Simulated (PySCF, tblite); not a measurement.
# C₆H₁₁GeNO: geometry, infrared bands and NMR shifts

Aim: predict the infrared bands and NMR shifts of C₆H₁₁GeNO (`C[C@H]1C=[C]([GeH2][C](N)=O)C1`).

Computed with tblite 0.8.0 and PySCF 2.14.0, with density-fitted response routines of our own, on a single molecule in the gas phase. Atoms are numbered from 0 throughout.

### 1 Starting geometry

20 atoms, charge 0, multiplicity 1; geometry from: force field or distance geometry start.

Bonds of the start (Å): C0–C1 1.52, C1–C2 1.45, C2–C3 1.30, C3–Ge4 1.93, Ge4–C5 1.91, C5–N6 1.43, C5–O7 1.26, C3–C8 1.47, C8–C1 1.46, C0–H9 1.11, C0–H10 1.08, C0–H11 1.12, C1–H12 1.12, C2–H13 1.10, Ge4–H14 1.55, Ge4–H15 1.55, N6–H16 1.04, N6–H17 1.05, C8–H18 1.11, C8–H19 1.11.

### 2 Optimising the geometry with GFN2-xTB

What the job is given:

```
{"job": {"kind": "relax", "xc": "GFN2-xTB", "basis": "xTB"}, "charge": 0, "multiplicity": 1}
C      2.752500     0.853900     0.601300
C      2.005100    -0.384800     0.137300
C      0.657800    -0.436600     0.661200
C      0.094500    -0.383400    -0.512900
Ge    -1.720800    -0.391300    -1.177100
C     -3.013800    -0.382300     0.227100
N     -3.058600     0.643600     1.215200
O     -3.868000    -1.305100     0.330500
C      1.397600    -0.343700    -1.192300
H      2.905700     0.759800     1.699300
H      3.695800     0.983200     0.085300
H      2.061200     1.730200     0.463800
H      2.634900    -1.289400     0.326700
H      0.244800    -0.485000     1.681900
H     -1.852700    -1.678200    -2.026600
H     -1.859800     0.840700    -2.104800
H     -2.263300     1.314400     1.310000
H     -3.910300     0.674700     1.832000
H      1.565200     0.577900    -1.793800
H      1.527200    -1.287900    -1.767200
```

The run is started by

```console
$ OMP_NUM_THREADS=1 python probes_run.py task.json out
```

This one command runs all jobs of the session in turn.

The program printed:

```text
step      E/eV     max force
  0    -742.03683    4.691
  1    -742.50361    3.187
  2    -742.67307    1.070
  3    -742.71572    0.799
  4    -742.74394    0.411
  5    -742.77599    0.584
  6    -742.79378    0.335
  7    -742.80443    0.341
  8    -742.81535    0.304
  9    -742.82512    0.349
 10    -742.83515    0.331
 11    -742.84490    0.249
 12    -742.85261    0.242
 13    -742.85726    0.143
 14    -742.86022    0.130
 15    -742.86280    0.133
 16    -742.86505    0.128
 17    -742.86679    0.094
 18    -742.86815    0.084
 19    -742.86938    0.107
 20    -742.87058    0.121
 21    -742.87172    0.097
 22    -742.87278    0.121
 23    -742.87373    0.089
 24    -742.87457    0.091
 25    -742.87529    0.073
 26    -742.87594    0.105
 27    -742.87650    0.100
 28    -742.87690    0.053
 29    -742.87714    0.035
 30    -742.87730    0.036
 31    -742.87747    0.051
 32    -742.87765    0.044
 33    -742.87782    0.028
 34    -742.87796    0.030
 35    -742.87807    0.030
 36    -742.87818    0.032
 37    -742.87827    0.020
 38    -742.87836    0.023
 39    -742.87844    0.020
 40    -742.87854    0.026
 41    -742.87863    0.024
 42    -742.87872    0.019
 43    -742.87881    0.022
 44    -742.87890    0.024
 45    -742.87897    0.021
 46    -742.87904    0.021
 47    -742.87910    0.019
 48    -742.87917    0.022
 49    -742.87925    0.022
 50    -742.87931    0.017
 51    -742.87935    0.014
 52    -742.87937    0.013
 53    -742.87940    0.014
 54    -742.87944    0.013
 55    -742.87947    0.016
 56    -742.87952    0.016
 57    -742.87956    0.019
 58    -742.87960    0.016
 59    -742.87964    0.016
 60    -742.87968    0.017
 61    -742.87973    0.017
 62    -742.87978    0.019
 63    -742.87982    0.014
 64    -742.87985    0.013
 65    -742.87988    0.014
 66    -742.87991    0.014
 67    -742.87994    0.012
 68    -742.87996    0.012
 69    -742.87999    0.013
 70    -742.88003    0.022
 71    -742.88009    0.027
 72    -742.88015    0.020
 73    -742.88018    0.009
```

It took 0.65 s on 1 thread of Arm Neoverse V1, shared host; peak memory 0.18 GiB.

Along the way: (not every step is listed)

```csv
step,energy from step 0 (eV),largest force (eV/Å)
0,0.0000,4.6905
1,-0.4668,3.1871
2,-0.6362,1.0698
3,-0.6789,0.7985
4,-0.7071,0.4112
5,-0.7392,0.5840
6,-0.7569,0.3349
7,-0.7676,0.3407
8,-0.7785,0.3039
14,-0.8234,0.1300
20,-0.8338,0.1207
26,-0.8391,0.1054
32,-0.8408,0.0437
38,-0.8415,0.0229
44,-0.8421,0.0241
50,-0.8425,0.0170
56,-0.8427,0.0163
62,-0.8429,0.0191
68,-0.8431,0.0124
69,-0.8432,0.0135
70,-0.8432,0.0224
71,-0.8433,0.0267
72,-0.8433,0.0198
73,-0.8433,0.0092
```

Distances of close pairs at the start and the end, largest changes first:

```csv
bond,before (Å),after (Å),change (Å)
Ge4–C5,1.909,2.004,+0.095
C1–C8,1.462,1.552,+0.089
C5–N6,1.425,1.346,-0.079
C1–C2,1.447,1.505,+0.058
C5–O7,1.262,1.209,-0.053
Ge4–H14,1.548,1.500,-0.048
C3–C8,1.470,1.514,+0.044
N6–H17,1.052,1.010,-0.042
```

The end geometry stands in the next job.

### 3 Infrared spectrum with GFN2-xTB

What the job is given:

```
{"job": {"kind": "ir", "xc": "GFN2-xTB", "basis": "xTB"}, "charge": 0, "multiplicity": 1}
C      2.813554     0.863280     0.636697
C      2.005838    -0.356830     0.223967
C      0.585896    -0.418517     0.717709
C      0.042032    -0.385024    -0.503675
Ge    -1.773611    -0.442252    -1.202610
C     -3.144881    -0.435608     0.258829
N     -3.021523     0.565030     1.151219
O     -4.017348    -1.269667     0.323914
C      1.385513    -0.315739    -1.197914
H      3.058571     0.815704     1.695850
H      3.740478     0.913904     0.069395
H      2.243629     1.771912     0.453553
H      2.577005    -1.268213     0.418487
H      0.180861    -0.473992     1.714277
H     -1.979477    -1.637348    -2.084865
H     -1.945221     0.770392    -2.092614
H     -2.274571     1.233872     1.076183
H     -3.673571     0.642003     1.918145
H      1.572129     0.605666    -1.746011
H      1.619549    -1.167893    -1.833571
```

The program printed:

```text
mode    cm-1     km/mol
  1      10.8     11.27
  2      27.9      1.43
  3      50.1      1.14
  4      87.9      0.24
  5     175.3      4.89
  6     208.2      8.65
  7     227.1      6.79
  8     249.8    135.92
  9     257.6     10.49
 10     309.7      6.29
 11     339.4      3.84
 12     345.6     13.76
 13     401.4     40.12
 14     471.2     26.97
 15     479.0     75.78
 16     579.2     36.49
 17     611.0      8.91
 18     623.2    123.46
 19     669.2    225.12
 20     773.9      3.95
 21     821.5     25.51
 22     834.1    189.53
 23     916.1      3.51
 24     936.8      1.95
 25     947.5      4.51
 26    1024.3      0.47
 27    1031.4      5.43
 28    1032.6     20.79
 29    1075.6      4.08
 30    1130.8      9.50
 31    1144.5      5.63
 32    1189.6      2.05
 33    1202.5      0.68
 34    1234.7     76.00
 35    1239.5     42.63
 36    1314.5      5.48
 37    1404.0      1.90
 38    1443.8     77.63
 39    1452.8      0.83
 40    1495.6      2.95
 41    1499.1      1.88
 42    1627.4      5.56
 43    1733.3    466.06
 44    1898.6    381.17
 45    2017.0    428.28
 46    2939.8     42.16
 47    2992.9     36.26
 48    3003.2     32.28
 49    3027.7     32.93
 50    3029.5     47.24
 51    3033.9     26.88
 52    3087.2     47.87
 53    3412.5      1.66
 54    3504.1      5.47
```

Run time: 0.95 s. Hardware: 1 thread of Arm Neoverse V1, shared host; peak memory 0.18 GiB.

The strongest bands and the atoms that carry them (share of the mass-weighted mode):

```csv
cm⁻¹,km/mol,atoms
250,135.9,"H16 58 %, N6 16 %"
623,123.5,"H14 61 %, C5 12 %"
669,225.1,"H15 57 %, C5 16 %, H14 10 %"
834,189.5,"H14 46 %, H15 46 %"
1444,77.6,"H16 42 %, H17 33 %, N6 19 %"
1733,466.1,"C5 61 %, O7 35 %"
1899,381.2,H15 92 %
2017,428.3,H14 92 %
```

### 4 NMR shieldings: PBE0/pcSseg-1

The job, as its differences from that of step 3:

```diff
@@ -1,2 +1,2 @@
-{"job": {"kind": "ir", "xc": "GFN2-xTB", "basis": "xTB"}, "charge": 0, "multiplicity": 1}
+{"job": {"kind": "nmr", "xc": "PBE0", "basis": "pcSseg-1"}, "charge": 0, "multiplicity": 1}
 C      2.813554     0.863280     0.636697
```

Level: GIAO PBE0/pcSseg-1 NMR shielding, non-relativistic, gas phase.

The program printed:

```text
coarse grid: 75992 points
cycle   1  E = -2441.0416673270  dE =  7.079e-01  |g| = 1.211e+00  |ddm| = 4.205e+00
cycle   2  E = -2440.3308795546  dE =  7.108e-01  |g| = 2.185e+00  |ddm| = 2.539e+00
cycle   3  E = -2441.2001838266  dE = -8.693e-01  |g| = 4.953e-01  |ddm| = 2.136e+00
cycle   4  E = -2441.2433245357  dE = -4.314e-02  |g| = 1.194e-01  |ddm| = 3.890e-01
cycle   5  E = -2441.2454848892  dE = -2.160e-03  |g| = 3.590e-02  |ddm| = 1.113e-01
cycle   6  E = -2441.2457523959  dE = -2.675e-04  |g| = 1.192e-02  |ddm| = 3.261e-02
cycle   7  E = -2441.2457806956  dE = -2.830e-05  |g| = 3.538e-03  |ddm| = 1.148e-02
cycle   8  E = -2441.2457831907  dE = -2.495e-06  |g| = 1.537e-03  |ddm| = 4.051e-03
final grid: 161584 points
cycle   9  E = -2441.2457843946  dE =  1.251e-06  |g| = 2.830e-03  |ddm| = 4.110e-03
cycle  10  E = -2441.2457791685  dE =  5.226e-06  |g| = 5.465e-03  |ddm| = 6.482e-03
cycle  11  E = -2441.2457862858  dE = -7.117e-06  |g| = 3.313e-04  |ddm| = 4.380e-03
cycle  12  E = -2441.2457863062  dE = -2.033e-08  |g| = 6.267e-05  |ddm| = 2.445e-04
cycle  13  E = -2441.2457863070  dE = -8.049e-10  |g| = 9.911e-06  |ddm| = 5.154e-05
converged SCF energy = -2441.2457863070

GIAO shielding tensors (ppm)
atom      isotropic    diamagn.    paramagn.     s11        s22        s33       span
  0 C      164.841     246.447     -81.606    149.618    160.383    184.522     34.904
  1 C      143.342     256.494    -113.152    135.180    144.525    150.322     15.141
  2 C       19.215     254.172    -234.957   -101.106     16.296    142.454    243.560
  3 C       33.424     261.044    -227.620    -81.627     30.164    151.734    233.360
  4 Ge    1548.717    2754.378   -1205.661   1436.077   1579.836   1630.240    194.164
  5 C       11.468     249.493    -238.024    -76.239     18.142     92.503    168.742
  6 N      135.795     323.771    -187.977     23.612    145.613    238.159    214.546
  7 O     -159.281     396.711    -555.992   -528.145   -223.802    274.105    802.250
  8 C      143.054     252.417    -109.363    123.894    146.731    158.537     34.644
  9 H       30.306      29.038       1.267     26.300     27.758     36.860     10.559
 10 H       30.322      28.087       2.235     26.352     27.763     36.851     10.499
 11 H       30.925      30.415       0.510     27.442     30.055     35.280      7.838
 12 H       28.629      32.333      -3.704     24.595     28.333     32.958      8.364
 13 H       24.493      35.707     -11.214     22.255     24.231     26.995      4.740
 14 H       27.587      28.912      -1.324     20.985     22.881     38.895     17.910
 15 H       27.219      28.662      -1.443     21.695     22.474     37.488     15.793
 16 H       26.680      35.575      -8.895     21.884     26.920     31.237      9.353
 17 H       26.463      29.099      -2.636     20.651     23.639     35.099     14.448
 18 H       29.617      31.973      -2.357     26.640     29.202     33.008      6.368
 19 H       28.846      31.254      -2.408     25.855     27.689     32.995      7.141
```

Wall time 64 s (1 thread of Arm Neoverse V1, shared host); peak memory 1.1 GiB.

Shifts follow as δ = σ(reference) − σ, with reference shieldings (ppm) from runs at the same level and on the same kind of geometry: 1H TMS 31.72, 13C TMS 186.9, 15N NH3 267.7, 17O H2O 336.1, 73Ge GeMe4 1331. The references are single molecules in the gas phase, so shifts against H2O, NH3, PH3, H3PO4 or CFCl3 are not on the usual liquid scales and can be off by tens of ppm. Atoms listed in one row are averaged.

```csv
atoms,environment,σ (ppm),δ (ppm)
C5,carbonyl carbon,11.5,175.5
C2,alkene CH,19.2,167.7
C3,fully substituted alkene carbon,33.4,153.5
C8,allylic sp3 CH2,143.1,43.9
C1,allylic sp3 CH,143.3,43.6
C0,methyl carbon,164.8,22.1
H13,hydrogen on an alkene CH,24.49,7.22
"H16, H17",hydrogen on an amide-type nitrogen,26.57,5.15
H15,hydrogen on a germanium bonded to 2 C,27.22,4.50
H14,hydrogen on a germanium bonded to 2 C,27.59,4.13
H12,hydrogen on an allylic sp3 CH,28.63,3.09
H19,hydrogen on an allylic sp3 CH2,28.85,2.87
H18,hydrogen on an allylic sp3 CH2,29.62,2.10
"H9, H10, H11",hydrogen on a methyl carbon,30.52,1.20
Ge4,"germanium bonded to 2 C, 2 H",1549,-218
N6,amide-type nitrogen,135.8,131.9
O7,amide-type carbonyl oxygen,-159.3,495.4
```

The run also stored atomic charges by several schemes (e):

```csv
atoms,Mulliken,IAO,Hirshfeld,ESP fit
C0,-0.20,-0.42,-0.12,-0.53
C1,-0.32,-0.10,-0.02,0.36
C2,-0.07,-0.15,-0.05,-0.41
C3,-0.47,-0.24,-0.09,0.08
Ge4,0.57,0.54,0.31,0.05
C5,0.17,0.24,0.09,0.62
N6,-0.38,-0.50,-0.17,-0.89
O7,-0.41,-0.47,-0.29,-0.52
C8,-0.07,-0.26,-0.08,-0.34
```

Mayer bond orders: C0–C1 1.02, C1–C2 1.01, C2–C3 1.78, C3–Ge4 0.81, Ge4–C5 0.80, C5–N6 1.16, C5–O7 1.86, C3–C8 1.05, C8–C1 1.01.

Ring of atoms C1, C2, C3, C8: NICS(0) 3.2, NICS(1) -2.1, NICS(1)zz 1.8 ppm (means of both faces).

### 5 Results

```
                                                              quantity                                               value
                             strongest single infrared mode (GFN2-xTB)                               1733 cm⁻¹, 466 km/mol
                                          zero-point energy (GFN2-xTB)                                       95.2 kcal/mol
                                13C shifts against TMS (PBE0/pcSseg-1)           175.5, 167.7, 153.5, 43.9, 43.6, 22.1 ppm
1H shifts against TMS (PBE0/pcSseg-1, means over atoms taken as alike)  7.22, 5.15, 4.50, 4.13, 3.09, 2.87, 2.10, 1.20 ppm
                             73Ge shifts against GeMe4 (PBE0/pcSseg-1)                                            -218 ppm
                                15N shifts against NH3 (PBE0/pcSseg-1)                                           131.9 ppm
                                17O shifts against H2O (PBE0/pcSseg-1)                                           495.4 ppm
```

In words: The optimisation took 73 steps and gained 0.843 eV; among the close pairs (by a distance rule), Ge4–C5 changed most, from 1.909 to 2.004 Å. All 54 modes are real, so the xTB geometry is a minimum. The strongest single mode, at 1733 cm⁻¹, moves mainly C5 and O7. GFN2-xTB is a fitted tight-binding method: band positions and strengths are rough. Its intensities can rank the bands wrongly. The most deshielded hydrogen is H13 (hydrogen on an alkene CH), at 7.22 ppm: attached to an sp2 carbon and in the plane of the double bond. At PBE0/pcSseg-1: The largest span, 802 ppm, is at O7, where the paramagnetic term is -556 ppm. Spin-orbit coupling is left out, which matters for shieldings and couplings at and beside the heavy atoms.
